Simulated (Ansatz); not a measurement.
# TlIrS2: the cost of one run

Method: DFT PBE+U (U_eff = 7 eV on Ir d), plane waves, PAW, no spin–orbit coupling unless a run says so, in Ansatz 0.2.0.

1 further run of the same task is left out (it didn't finish). Runs told in other sessions of the task aren't counted.

**1. The starting structure**

It takes space group R-3m (No. 166, trigonal). Conventional cell: a = 3.863 Å, b = 3.863 Å, c = 21.037 Å, α = 90.00°, β = 90.00°, γ = 120.00°. Tl (site symmetry -3m) is surrounded by 6 S at 3.07 Å. Ir (site symmetry -3m) is surrounded by 6 S at 2.63 Å. Around S (site symmetry 3m) lie 3 Ir at 2.63 Å and 3 Tl at 3.07 Å.

As a file:

```cif
data_structure
_symmetry_space_group_name_H-M 'R-3m:H'
_symmetry_Int_Tables_number 166
_cell_length_a 3.8631
_cell_length_b 3.8631
_cell_length_c 21.0370
_cell_angle_alpha 90.000
_cell_angle_beta 90.000
_cell_angle_gamma 120.000
_cell_volume 271.89
loop_
_atom_site_label
_atom_site_type_symbol
_atom_site_symmetry_multiplicity
_atom_site_Wyckoff_symbol
_atom_site_fract_x
_atom_site_fract_y
_atom_site_fract_z
_atom_site_occupancy
Tl1 Tl 3 b 0.66667 0.33333 0.83333 1
Ir1 Ir 3 a 0.00000 0.00000 0.00000 1
S1 S 6 c 0.33333 0.66667 0.93337 1
```

Magnetic order typed: ferromagnetic.

**2. From atoms, symmetry kept, no search**

Input file input.yaml:

```yaml
crystal:
  lattice:
    - [1.93156972, 1.1151923, 7.01233518]
    - [-1.93156972, 1.1151923, 7.01233518]
    - [0.0, -2.2303846, 7.01233518]
  atoms:
    - { symbol: Tl, position: [0.5, 0.5, 0.5] }
    - { symbol: Ir, position: [0.0, 0.0, 0.0], spin: 4.0 }
    - { symbol: S, position: [0.2667, 0.2667, 0.2667] }
    - { symbol: S, position: [0.7333, 0.7333, 0.7333] }
basis:
  ecutwfc: 420
  ecutrho_ratio: 4
kpoints:
  mp_grid: { grid: [6, 6, 6] }
hamiltonian:
  xc: pbe
  hubbard: { sites: [{ site: 1, l: d, u_eff: 7.0 }] }
scf:
  occupations: { method: gaussian, width: 0.05 }
  lower_state_search: "off"
  max_iter: 150
output:
  forces: true
  stress: true
  eigenvalues: true
  populations: true
  hubbard: { sites: [{ site: 1, l: d }] }
magnetization:
  spin_polarized: true
```

Command:

```sh
$ ansatz run input.yaml --threads 2 --pin off --max-ram 3072MiB --backend cpu --events-out ev --progress --plain --runs-dir out
```

**Question.** How long does this run take on 2 threads of Intel Xeon 6975P-C (Granite Rapids), shared host, and how much memory does it need?

About 6.7 s, with a peak of 0.57 GiB.
